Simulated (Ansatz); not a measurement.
# BH7NPSi: the cost of one run

Computed with the Python package of Ansatz 0.2.0. The levels of theory stand in the script.

### Step 1. The structure

Bond lengths: B1–P2 1.894 Å, P2–N3 1.777 Å, P2–Si4 2.277 Å, B1–H5 1.236 Å, B1–H6 1.193 Å, N3–H7 1.096 Å, N3–H8 1.050 Å, Si4–H9 1.449 Å, Si4–H10 1.462 Å, Si4–H11 1.409 Å. Angles (14 of 15 angles, heavy atoms first): B1–P2–N3 94.3°, B1–P2–Si4 92.8°, N3–P2–Si4 95.6°, P2–B1–H5 119.5°, P2–B1–H6 124.2°, P2–N3–H7 110.8°, P2–N3–H8 109.1°, P2–Si4–H9 105.2°, P2–Si4–H10 106.2°, P2–Si4–H11 108.7°, H5–B1–H6 115.9°, H7–N3–H8 101.4°, H9–Si4–H10 111.1°, H9–Si4–H11 112.1°.

No structure file is read: the coordinates are typed or built in the script.

### Step 2. Script

bh7npsi.py reads:

```python
"""One geometry of BH7NPSi, method by method."""

from pathlib import Path

import ansatz as az
from ase import Atoms
import numpy as np


def main() -> None:
    atoms = Atoms(["B", "P", "N", "Si", "H", "H", "H", "H", "H", "H", "H"], positions=[
        (-0.995, 1.4581, 0.0733),
        (-1.128, -0.4289, 0.1666),
        (-0.2427, -0.5506, 1.7029),
        (0.6946, -0.7349, -1.164),
        (-1.3504, 2.0426, -0.9564),
        (-0.7197, 2.1571, 1.0),
        (0.7157, -0.0222, 1.643),
        (0.0751, -1.5419, 1.8388),
        (0.2451, -0.4175, -2.5043),
        (1.0508, -2.1481, -1.0483),
        (1.72, 0.1294, -0.7309),
    ])
    geometry = az.Crystal.molecule_from_ase(atoms)

    base = geometry.calculation().basis(gaussian="cc-pVDZ")

    print("functional    E (Ha)        dipole (D)   HOMO (eV)  LUMO (eV)")
    for name in ["lda", "blyp", "pbe", "hf", "revpbe", "b3lyp"]:
        data = base.functional(name).forces().orbitals().run(threads=1, runs_dir="runs").report
        lines = Path(data["orbitals_path"]).read_text().splitlines()
        field_of = lambda key: [line.split("=")[1].strip() for line in lines if line.startswith(key)]
        orbitals = [(27.211386 * float(e), s, float(n)) for e, s, n in zip(field_of("Ene="), field_of("Spin="), field_of("Occup="))]
        homo = max(e for e, _, n in orbitals if n > 0.5)
        lumo = min(e for e, _, n in orbitals if n < 0.5)
        dipole = 4.803205 * np.linalg.norm(data["charge_distribution"]["dipole_moment_e_ang"])
        print(f"{name:10s} {data['free_energy_ev'] / 27.211386246:14.6f} {dipole:9.3f} {homo:11.3f} {lumo:10.3f}")


if __name__ == "__main__":
    main()
```

### Step 3. The calls as engine input

The engine receives this input (first run):

```yaml
crystal:
  periodic: [false, false, false]
  atoms:
    - { symbol: B, position_ang: [-0.995, 1.4581, 0.0733] }
    - { symbol: P, position_ang: [-1.128, -0.4289, 0.1666] }
    - { symbol: "N", position_ang: [-0.2427, -0.5506, 1.7029] }
    - { symbol: Si, position_ang: [0.6946, -0.7349, -1.164] }
    - { symbol: H, position_ang: [-1.3504, 2.0426, -0.9564] }
    - { symbol: H, position_ang: [-0.7197, 2.1571, 1.0] }
    - { symbol: H, position_ang: [0.7157, -0.0222, 1.643] }
    - { symbol: H, position_ang: [0.0751, -1.5419, 1.8388] }
    - { symbol: H, position_ang: [0.2451, -0.4175, -2.5043] }
    - { symbol: H, position_ang: [1.0508, -2.1481, -1.0483] }
    - { symbol: H, position_ang: [1.72, 0.1294, -0.7309] }
basis:
  gaussian:
    orbitals: cc-pVDZ
hamiltonian:
  xc: lda
output:
  orbitals: {}
  forces: true
```

### Step 4. The run

The run is started by

```
python bh7npsi.py
```

Q: Estimate wall time and peak memory on 1 thread of Arm Neoverse V2, shared host.

About 16 s, with a peak of 0.27 GiB.
